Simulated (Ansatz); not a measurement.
**Ta₂+ (octet): the correlation ladder, def2-QZVPP**

The task here is to estimate one member of a computed series from the others.

Computed with Ansatz 0.2.0, Gaussian basis. Level: def2-QZVPP, core rule «outside noble gas», up to 8 orbitals frozen.

To be run: UHF; ROHF; CCSD(T) on UHF.

### What is computed

The geometry is a PBE0/def2-TZVP stationary point (not a proven minimum) of the parent state, kept for this charge and spin. No spin-orbit coupling is included. Elements past krypton take def2 core potentials.

2 atoms, charge 1, spin multiplicity 8.

Atoms are counted from 1 here; the program's logs count them from 0.

Bond lengths: Ta1–Ta2 2.422 Å.

Set-up of the first run:

in.yaml

```yaml
crystal:
  periodic: [false, false, false]
  atoms:
    - {symbol: Ta, position_ang: [0.000000, 0.000000, 0.000000]}
    - {symbol: Ta, position_ang: [0.000000, 0.000000, 2.421800]}
basis:
  gaussian: {orbitals: "def2-QZVPP.json"}
total_charge: 1
magnetization: {spin_polarized: true, initial_magnetization: 7}
hamiltonian: {xc: hf}
output: {orbitals: {seedname: orbitals}}
```

The run is started by

```bash
$ ansatz run in.yaml --threads 1 --pin off --events-out ev --progress --plain --max-ram 4096MiB --backend cpu
```

Among the steps run: UHF; ROHF; CCSD(T) on UHF.

One of the session's tables, all rows but one given; the rest of the session is left out.

It belongs to the step «Misses and costs». 

| method | from UCCSD(T) (kcal/mol) |
| --- | --- |
| ROHF | +137.55 |
| UHF | ? |
| UMP2 | +24.06 |
| UCCSD | +10.18 |
| UCCSD(T) | 0 |

**Question.** Estimate the row for UHF.

**Answer.** from UCCSD(T) (kcal/mol): +128.95. In the column «from UCCSD(T) (kcal/mol)» it lies between UMP2 (+24.06) and ROHF (+137.55).
